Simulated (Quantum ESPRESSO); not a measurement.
# Cd2S (P3m1) in Quantum ESPRESSO: a series of runs

The runs below take Cd2S through single point, with PBEsol, PBE.

Program: Quantum ESPRESSO 7.5. These are calculated values, not measurements. Logs are shortened: lines on timing, memory, paths and dates and some standing lists are left out, and cuts for length are marked.

## (1) Starting point

Symmetry: P3m1, No. 156, trigonal system. The conventional cell has a = 3.963 Å, b = 3.963 Å, c = 5.809 Å, α = 90.00°, β = 90.00°, γ = 120.00°. Around Cd (site symmetry 3m) lie 1 S at 2.52 Å. Around Cd (site symmetry 3m) lie 3 S at 2.60 Å. S (site symmetry 3m) has 4 Cd at 2.52 to 2.60 Å as nearest neighbours.

The cell comes from a database or a generator and needn't be the stable form of this composition.

## (2) Single point, PBEsol

pw.in

```
&CONTROL
  calculation = 'scf'
  prefix = 'pwscf'
  outdir = './tmp'
  pseudo_dir = './pseudo'
  tprnfor = .true.
  tstress = .true.
  disk_io = 'low'
/
&SYSTEM
  ibrav = 0
  celldm(1) = 8
  nat = 3
  ntyp = 2
  ecutwfc = 45
  ecutrho = 360
  nbnd = 22
  occupations = 'smearing'
  smearing = 'fd'
  degauss = 0.00367493
/
&ELECTRONS
  conv_thr = 6d-10
  electron_maxstep = 120
  mixing_beta = 0.5
/
ATOMIC_SPECIES
Cd   112.4140 cd_pbesol_v1.uspp.F.UPF
S     32.0600 s_pbesol_v1.4.uspp.F.UPF
CELL_PARAMETERS alat
  0.9360451393584   0.0000000000000   0.0000000000000
 -0.4680225696792   0.8106388697852   0.0000000000000
  0.0000000000000   0.0000000000000   1.3722227356709
ATOMIC_POSITIONS crystal
Cd     0.3333333333    0.6666666667    0.9327170000
Cd     0.6666666667    0.3333333333    0.5787350000
S      0.3333333333    0.6666666667    0.3657050000
K_POINTS automatic
8 8 5 0 0 0
```

pp_density.in

```
&INPUTPP
  prefix = 'pwscf'
  outdir = './tmp'
  filplot = 'density.dat'
  plot_num = 0
/
&PLOT
  nfile = 1
  filepp(1) = 'density.dat'
  iflag = 3
  output_format = 6
  fileout = 'density.cube'
/
```

pp_potential.in

```
&INPUTPP
  prefix = 'pwscf'
  outdir = './tmp'
  filplot = 'potential.dat'
  plot_num = 11
/
&PLOT
  nfile = 1
  filepp(1) = 'potential.dat'
  iflag = 3
  output_format = 6
  fileout = 'potential.cube'
/
```

Potentials or basis: GBRV 1.5 PBEsol.

Command:

```
$ OMP_NUM_THREADS=1 mpirun -n 2 pw.x -nk 2 -in pw.in > pw.out
$ OMP_NUM_THREADS=1 mpirun -n 1 pp.x -in pp_density.in > pp_density.out
$ OMP_NUM_THREADS=1 mpirun -n 1 pp.x -in pp_potential.in > pp_potential.out
```

pw.out:

```text
This program is part of the open-source Quantum ESPRESSO suite
     for quantum simulation of materials; please cite
         "P. Giannozzi et al., J. Phys.:Condens. Matter 21 395502 (2009);
         "P. Giannozzi et al., J. Phys.:Condens. Matter 29 465901 (2017);
         "P. Giannozzi et al., J. Chem. Phys. 152 154105 (2020);
     in publications or presentations arising from this work. More details at

     Message from routine setup:
     using ibrav=0 with symmetry is DISCOURAGED, use correct ibrav instead

     K-points division:     npool     =       2
     Subspace diagonalization in iterative solution of the eigenvalue problem:
     a serial algorithm will be used

     G-vector sticks info
     --------------------
     sticks:   dense  smooth     PW     G-vecs:    dense   smooth      PW
     Sum        1393     685    199                61423    21695    3499

     Using Slab Decomposition

     bravais-lattice index     =            0
     lattice parameter (alat)  =       8.0000  a.u.
     unit-cell volume          =     533.1124 (a.u.)^3
     number of atoms/cell      =            3
     number of atomic types    =            2
     number of electrons       =        30.00
     number of Kohn-Sham states=           22
     kinetic-energy cutoff     =      45.0000  Ry
     charge density cutoff     =     360.0000  Ry
     scf convergence threshold =      6.0E-10
     mixing beta               =       0.5000
     number of iterations used =            8  plain     mixing
     Exchange-correlation= SLA  PW   PSX  PSC
                           (   1   4  10   8   0   0   0)

     celldm(1)=   8.000000  celldm(2)=   0.000000  celldm(3)=   0.000000
     celldm(4)=   0.000000  celldm(5)=   0.000000  celldm(6)=   0.000000

     crystal axes: (cart. coord. in units of alat)
               a(1) = (   0.936045   0.000000   0.000000 )
               a(2) = (  -0.468023   0.810639   0.000000 )
               a(3) = (   0.000000   0.000000   1.372223 )

     reciprocal axes: (cart. coord. in units 2 pi/alat)
               b(1) = (  1.068325  0.616797 -0.000000 )
               b(2) = (  0.000000  1.233595  0.000000 )
               b(3) = (  0.000000 -0.000000  0.728745 )

     PseudoPot. # 1 for Cd read from file:
     cd_pbesol_v1.uspp.F.UPF
     Pseudo is Ultrasoft + core correction, Zval = 12.0
     Generated by new atomic code, or converted to UPF format
     Using radial grid of  889 points,  6 beta functions with:
                l(1) =   0
                l(2) =   0
                l(3) =   1
                l(4) =   1
                l(5) =   2
                l(6) =   2
     Q(r) pseudized with  6 coefficients,  rinner =    1.000   1.000   1.000
                                                       1.000   1.000

     PseudoPot. # 2 for S  read from file:
     s_pbesol_v1.4.uspp.F.UPF
     Pseudo is Ultrasoft + core correction, Zval =  6.0
     Generated by new atomic code, or converted to UPF format
     Using radial grid of  907 points,  6 beta functions with:
                l(1) =   0
                l(2) =   0
                l(3) =   1
                l(4) =   1
                l(5) =   2
                l(6) =   2
     Q(r) pseudized with  8 coefficients,  rinner =    1.300   1.300   1.300
                                                       1.300   1.300

     atomic species   valence    mass     pseudopotential
     Cd               12.00   112.41400     Cd( 1.00)
     S                 6.00    32.06000     S ( 1.00)

      6 Sym. Ops. (no inversion) found

   Cartesian axes

     site n.     atom                  positions (alat units)
         1        Cd     tau(   1) = (  -0.0000000   0.5404259   1.2798955  )
         2        Cd     tau(   2) = (   0.4680226   0.2702130   0.7941533  )
         3        S      tau(   3) = (  -0.0000000   0.5404259   0.5018287  )

     number of k points=    40  Fermi-Dirac smearing, width (Ry)=  0.0037
                       cart. coord. in units 2pi/alat
        k(    1) = (   0.0000000   0.0000000   0.0000000), wk =   0.0062500
        k(    2) = (   0.0000000   0.0000000   0.1457489), wk =   0.0125000
        k(    3) = (   0.0000000   0.0000000   0.2914979), wk =   0.0125000
        k(    4) = (   0.0000000   0.1541994   0.0000000), wk =   0.0375000
        k(    5) = (   0.0000000   0.1541994   0.1457489), wk =   0.0375000
        k(    6) = (   0.0000000   0.1541994   0.2914979), wk =   0.0375000
[... 32 lines left out ...]
        k(   39) = (  -0.1335406  -0.5396978   0.1457489), wk =   0.0750000
        k(   40) = (  -0.1335406  -0.5396978   0.2914979), wk =   0.0750000

     Dense  grid:    61423 G-vectors     FFT dimensions: (  45,  45,  72)

     Smooth grid:    21695 G-vectors     FFT dimensions: (  32,  32,  48)

     Initial potential from superposition of free atoms

     starting charge      28.9999, renormalised to      30.0000

     negative rho (up, down):  4.378E-02 0.000E+00
     Starting wfcs are   22 randomized atomic wfcs

     Self-consistent Calculation

     iteration #  1     ecut=    45.00 Ry     beta= 0.50
     Davidson diagonalization with overlap
     ethr =  1.00E-02,  avg # of iterations =  4.9

     Threshold (ethr) on eigenvalues was too large:
     Diagonalizing with lowered threshold

     Davidson diagonalization with overlap
     ethr =  8.10E-04,  avg # of iterations =  1.2

     negative rho (up, down):  4.208E-02 0.000E+00

     total energy              =    -252.94551297 Ry
     estimated scf accuracy    <       0.23195411 Ry

     iteration #  2     ecut=    45.00 Ry     beta= 0.50
     Davidson diagonalization with overlap
     ethr =  7.73E-04,  avg # of iterations =  2.0

     negative rho (up, down):  4.261E-02 0.000E+00

     total energy              =    -253.00896293 Ry
     estimated scf accuracy    <       0.03630753 Ry

     iteration #  3     ecut=    45.00 Ry     beta= 0.50
     Davidson diagonalization with overlap
     ethr =  1.21E-04,  avg # of iterations =  2.6

     negative rho (up, down):  4.277E-02 0.000E+00

     total energy              =    -253.01693558 Ry
     estimated scf accuracy    <       0.00347355 Ry

     iteration #  4     ecut=    45.00 Ry     beta= 0.50
     Davidson diagonalization with overlap
     ethr =  1.16E-05,  avg # of iterations =  5.8
[... 46 lines left out ...]
     negative rho (up, down):  4.307E-02 0.000E+00

     total energy              =    -253.01757589 Ry
     estimated scf accuracy    <          7.2E-09 Ry

     iteration # 10     ecut=    45.00 Ry     beta= 0.50
     Davidson diagonalization with overlap
     ethr =  2.39E-11,  avg # of iterations =  2.8

     negative rho (up, down):  4.307E-02 0.000E+00

     total energy              =    -253.01757589 Ry
     estimated scf accuracy    <          1.8E-09 Ry

     iteration # 11     ecut=    45.00 Ry     beta= 0.50
     Davidson diagonalization with overlap
     ethr =  5.96E-12,  avg # of iterations =  3.9

     negative rho (up, down):  4.307E-02 0.000E+00

     End of self-consistent calculation

          k = 0.0000 0.0000 0.0000 (  2681 PWs)   bands (ev):

    -6.3286  -1.9811  -1.9811  -1.8952  -1.8952  -1.8096  -1.6449  -1.6055
    -1.6055  -1.2557  -1.2557   1.8208   2.6062   5.6216   5.6216   9.4127
    11.2807  13.0578  13.0578  14.5676  14.5677  16.1471

          k = 0.0000 0.0000 0.1457 (  2663 PWs)   bands (ev):

    -6.2906  -1.9968  -1.9866  -1.9866  -1.9094  -1.9094  -1.5835  -1.5835
    -1.5096  -1.2585  -1.2585   1.0017   3.8703   5.6487   5.6487   8.9799
    11.2047  12.9249  12.9249  14.3525  14.3525  15.9891

          k = 0.0000 0.0000 0.2915 (  2682 PWs)   bands (ev):

    -6.2259  -2.2045  -1.9922  -1.9922  -1.9335  -1.9335  -1.5481  -1.5481
    -1.3878  -1.2648  -1.2648   0.4284   5.6098   5.6937   5.6937   7.8283
    11.0208  12.6805  12.6805  14.2148  14.2148  15.1729

          k = 0.0000 0.1542 0.0000 (  2690 PWs)   bands (ev):

    -6.2750  -1.9883  -1.9792  -1.8928  -1.8613  -1.7644  -1.6566  -1.6008
    -1.5664  -1.3067  -1.2510   1.9685   2.7400   5.0478   5.4804   9.8788
    11.2723  12.1109  12.9694  13.4872  14.5812  15.9143

          k = 0.0000 0.1542 0.1457 (  2700 PWs)   bands (ev):

    -6.2379  -2.0257  -1.9835  -1.9319  -1.9038  -1.8725  -1.5861  -1.5687
    -1.4912  -1.3100  -1.2514   1.1795   3.9103   5.1316   5.5165   9.4175
    11.1272  12.1839  12.6057  13.3028  14.6740  15.7370
[... 165 lines left out ...]
    -6.1088  -2.0536  -1.9693  -1.9140  -1.8019  -1.8002  -1.5661  -1.5568
    -1.4401  -1.3815  -1.2585   1.6372   3.6231   4.7004   5.2055   8.8484
    10.7489  11.7826  12.2201  13.1753  14.3741  14.7827

          k = 0.0000-0.3084 0.2915 (  2713 PWs)   bands (ev):

    -6.0490  -2.1865  -1.9501  -1.9427  -1.8655  -1.8288  -1.5448  -1.5425
    -1.4248  -1.3058  -1.2714   1.1742   3.7854   5.2922   5.9742   8.4558
     9.9192  11.6352  11.6854  13.2470  14.3093  15.2653

          k = 0.0000-0.4626 0.1457 (  2715 PWs)   bands (ev):

    -5.9776  -2.0473  -1.9757  -1.9016  -1.7946  -1.6989  -1.5716  -1.5410
    -1.4181  -1.2631  -1.2538   2.0399   2.9711   4.9167   5.1699   7.3216
    10.4146  11.4302  11.6989  12.9408  14.4890  14.9747

          k = 0.0000-0.4626 0.2915 (  2709 PWs)   bands (ev):

    -5.9212  -2.1764  -1.9415  -1.9279  -1.8097  -1.7225  -1.6060  -1.5490
    -1.3952  -1.2710  -1.2252   1.9052   2.8560   5.0307   5.8256   7.6168
     9.9270  11.0582  11.7186  12.9238  13.8034  15.3172

          k =-0.1335-0.3855 0.1457 (  2718 PWs)   bands (ev):

    -6.0166  -2.0369  -1.9941  -1.8779  -1.8206  -1.7077  -1.5960  -1.5059
    -1.4477  -1.3365  -1.2384   1.9665   3.2241   4.6540   5.0615   8.2407
    10.4499  10.9083  12.1899  13.1757  13.7794  15.0670

          k =-0.1335-0.3855 0.2915 (  2720 PWs)   bands (ev):

    -5.9592  -2.1686  -1.9627  -1.9087  -1.8587  -1.7279  -1.6045  -1.5160
    -1.4276  -1.3113  -1.2207   1.6496   3.2403   4.8327   6.0158   8.2159
     9.9891  10.1821  11.9849  13.2972  14.4458  15.4847

          k =-0.1335-0.5397 0.1457 (  2721 PWs)   bands (ev):

    -5.9236  -2.0287  -1.9960  -1.8659  -1.8169  -1.6693  -1.5798  -1.5464
    -1.4031  -1.2896  -1.1232   2.0705   3.0117   4.3993   5.6569   6.8798
     9.9697  10.7320  11.6354  13.3513  14.1264  15.2477

          k =-0.1335-0.5397 0.2915 (  2725 PWs)   bands (ev):

    -5.8684  -2.1505  -1.9693  -1.9005  -1.8176  -1.6673  -1.6030  -1.5698
    -1.4009  -1.3100  -1.1087   2.2181   2.7260   4.5625   5.6767   7.5989
     9.6140  10.4716  12.0572  12.6918  14.8359  15.3851

     the Fermi energy is     6.4003 ev

!    total energy              =    -253.01757589 Ry
     estimated scf accuracy    <          2.3E-11 Ry
     smearing contrib. (-TS)   =      -0.00012350 Ry
     internal energy E=F+TS    =    -253.01745239 Ry

     The total energy is F=E-TS. E is the sum of the following terms:
     one-electron contribution =     -73.93769887 Ry
     hartree contribution      =      60.75149733 Ry
     xc contribution           =     -86.32190364 Ry
     ewald contribution        =    -153.50934721 Ry

     convergence has been achieved in  11 iterations

     negative rho (up, down):  4.307E-02 0.000E+00

     Forces acting on atoms (cartesian axes, Ry/au):

     atom    1 type  1   force =     0.00000000    0.00000000    0.00051123
     atom    2 type  1   force =     0.00000000    0.00000000   -0.00442502
     atom    3 type  2   force =     0.00000000    0.00000000    0.00391380

     Total force =     0.005930     Total SCF correction =     0.000006

     Computing stress (Cartesian axis) and pressure

     negative rho (up, down):  4.307E-02 0.000E+00
          total   stress  (Ry/bohr**3)                   (kbar)     P=      -28.39
  -0.00017592  -0.00000000   0.00000000          -25.88       -0.00        0.00
   0.00000000  -0.00017592   0.00000000            0.00      -25.88        0.00
   0.00000000   0.00000000  -0.00022721            0.00        0.00      -33.42

=------------------------------------------------------------------------------=
   JOB DONE.
=------------------------------------------------------------------------------=
```

Wall time 35 s (2 MPI ranks of Arm Neoverse V1, shared host); peak memory 0.36 GiB.

Results:

```yaml
Free_energy: -3442.4795 eV
Pressure: -2.8 GPa
Largest_force: 0.114 eV/Å
Band_gap_on_the_k_mesh: 0.23 eV, indirect (least direct gap 0.56 eV)
```

Forces on the atoms (eV/Å):
```
Cd   0.000  0.000  0.013
Cd   0.000  0.000 -0.114
S    0.000  0.000  0.101
```

Levels at points of the mesh, in eV from the valence-band top:
| k point | band 13 | band 14 | band 15 | band 16 | band 17 | band 18 |
| --- | --- | --- | --- | --- | --- | --- |
| (0.00, 0.00, 0.00) | -3.66 | -0.64 | -0.64 | 3.15 | 5.01 | 6.79 |
| (0.00, -0.50, 0.00) | -2.96 | -1.54 | -1.22 | 0.61 | 3.16 | 4.71 |

Caveat: an odd mesh through Γ misses points on the zone boundary, where band edges often lie. A hybrid or GW would open this gap; PBEsol tends to underestimate it.

## (3) Single point, PBEsol (atoms moved at random, drawn with an rms of 0.05 Å)

pw.in

```
&CONTROL
  calculation = 'scf'
  prefix = 'pwscf'
  outdir = './tmp'
  pseudo_dir = './pseudo'
  tprnfor = .true.
  tstress = .true.
  disk_io = 'nowf'
/
&SYSTEM
  ibrav = 0
  nat = 3
  ntyp = 2
  ecutwfc = 45
  ecutrho = 360
  nbnd = 22
  occupations = 'smearing'
  smearing = 'fd'
  degauss = 0.00367493
/
&ELECTRONS
  conv_thr = 6d-10
  electron_maxstep = 120
  mixing_beta = 0.5
/
ATOMIC_SPECIES
Cd   112.4140 cd_pbesol_v1.uspp.F.UPF
S     32.0600 s_pbesol_v1.4.uspp.F.UPF
CELL_PARAMETERS angstrom
   3.9626700490    0.0000000000    0.0000000000
  -1.9813350245    3.4317729293    0.0000000000
   0.0000000000    0.0000000000    5.8091920000
ATOMIC_POSITIONS crystal
Cd     0.3259980000    0.6588130000    0.9341010000
Cd     0.6845870000    0.3509070000    0.5721140000
S      0.3188960000    0.6570270000    0.3586720000
K_POINTS automatic
8 8 5 0 0 0
```

Potentials or basis: GBRV 1.5 PBEsol.

Command:

```
$ OMP_NUM_THREADS=1 mpirun -n 2 pw.x -nk 2 -in pw.in > pw.out
```

Wall time 99 s (2 MPI ranks of Arm Neoverse V1, shared host); peak memory 0.46 GiB.

The run converged. Its results:

```yaml
Free_energy: -3442.4470 eV
Pressure: -2.4 GPa
Largest_force: 0.515 eV/Å
Band_gap_on_the_k_mesh: 0.14 eV, indirect (least direct gap 0.47 eV)
```

Forces in eV/Å, atoms in the order of the input:
```
Cd   0.008 -0.002 -0.281
Cd  -0.334 -0.304  0.025
S    0.326  0.307  0.256
```

Stress tensor (GPa, compression positive):
```
-1.86  0.65 -0.59
 0.65 -3.18 -0.56
-0.59 -0.56 -2.17
```

Levels at points of the mesh, in eV from the valence-band top:
```tsv
k point	band 11	band 12	band 13	band 14	band 15	band 16	band 17	band 18	band 19	band 20
(0.00, 0.00, 0.00)	-7.59	-4.44	-3.80	-0.81	-0.68	3.08	4.97	6.61	6.90	8.22
(0.00, -0.50, 0.00)	-7.41	-4.40	-3.06	-1.63	-1.34	0.68	3.03	4.49	5.87	7.25
(0.50, -0.50, 0.00)	-7.40	-4.50	-3.07	-1.61	-1.25	0.59	3.02	4.54	5.88	7.32
(-0.50, 0.00, 0.00)	-7.41	-4.64	-3.08	-1.62	-1.15	0.50	2.99	4.73	5.82	7.47
```

Caveat: an odd mesh through Γ misses points on the zone boundary, where band edges often lie.

## (4) Single point, PBE

pw.in

```
&CONTROL
  calculation = 'scf'
  prefix = 'pwscf'
  outdir = './tmp'
  pseudo_dir = './pseudo'
  tprnfor = .true.
  tstress = .true.
  disk_io = 'nowf'
/
&SYSTEM
  ibrav = 0
  nat = 3
  ntyp = 2
  ecutwfc = 60
  ecutrho = 480
  nbnd = 22
  occupations = 'smearing'
  smearing = 'fd'
  degauss = 0.00367493
/
&ELECTRONS
  conv_thr = 6d-10
  electron_maxstep = 120
  mixing_beta = 0.5
/
ATOMIC_SPECIES
Cd   112.4140 Cd.pbe-dn-rrkjus_psl.0.3.1.UPF
S     32.0600 s_pbe_v1.4.uspp.F.UPF
CELL_PARAMETERS angstrom
   3.9626700490    0.0000000000    0.0000000000
  -1.9813350245    3.4317729293    0.0000000000
   0.0000000000    0.0000000000    5.8091920000
ATOMIC_POSITIONS crystal
Cd     0.3333333333    0.6666666667    0.9327170000
Cd     0.6666666667    0.3333333333    0.5787350000
S      0.3333333333    0.6666666667    0.3657050000
K_POINTS automatic
8 8 5 0 0 0
```

Potentials or basis: SSSP 1.3 efficiency PBE.

Command:

```
$ OMP_NUM_THREADS=1 mpirun -n 2 pw.x -nk 2 -in pw.in > pw.out
```

Wall time 54 s (2 MPI ranks of Arm Neoverse V1, shared host); peak memory 0.52 GiB.

It converged, with:

- Free energy: -3655.0274 eV
- Pressure: -0.2 GPa
- Largest force: 0.054 eV/Å
- Band gap on the k mesh: 0.24 eV, indirect (least direct gap 0.57 eV)

Forces in eV/Å, atoms in the order of the input:
```
Cd   0.000  0.000  0.028
Cd   0.000  0.000 -0.054
S    0.000  0.000  0.026
```

Levels at points of the mesh, in eV from the valence-band top:
| k point | band 12 | band 13 | band 14 | band 15 | band 16 | band 17 | band 18 | band 19 |
| --- | --- | --- | --- | --- | --- | --- | --- | --- |
| (0.00, 0.00, 0.00) | -4.43 | -3.65 | -0.69 | -0.69 | 3.23 | 5.07 | 6.83 | 6.83 |
| (0.00, -0.50, 0.00) | -4.42 | -2.96 | -1.56 | -1.21 | 0.60 | 3.21 | 4.78 | 5.84 |

Caveat: an odd mesh through Γ misses points on the zone boundary, where band edges often lie. Expect the measured gap to be larger: semilocal functionals such as PBE lack the derivative discontinuity.

## (5) Overview

```csv
level,potentials or basis,cell,cutoff (eV),gap on the mesh (eV),pressure (GPa),largest force (eV/Å)
PBEsol,GBRV 1.5 PBEsol,as given,612,0.23,-2.8,0.11
PBEsol,GBRV 1.5 PBEsol,"atoms moved at random, drawn with an rms of 0.05 Å",612,0.14,-2.4,0.52
PBE,SSSP 1.3 efficiency PBE,as given,816,0.24,-0.2,0.05
```

Alike in all rows: task single point; no spin polarisation; k mesh 8 × 8 × 5; smearing fermi-dirac 0.05 eV.

Caveats: an odd mesh through Γ misses points on the zone boundary, where band edges often lie.

Absolute energies hang on the potentials; compare differences alone.
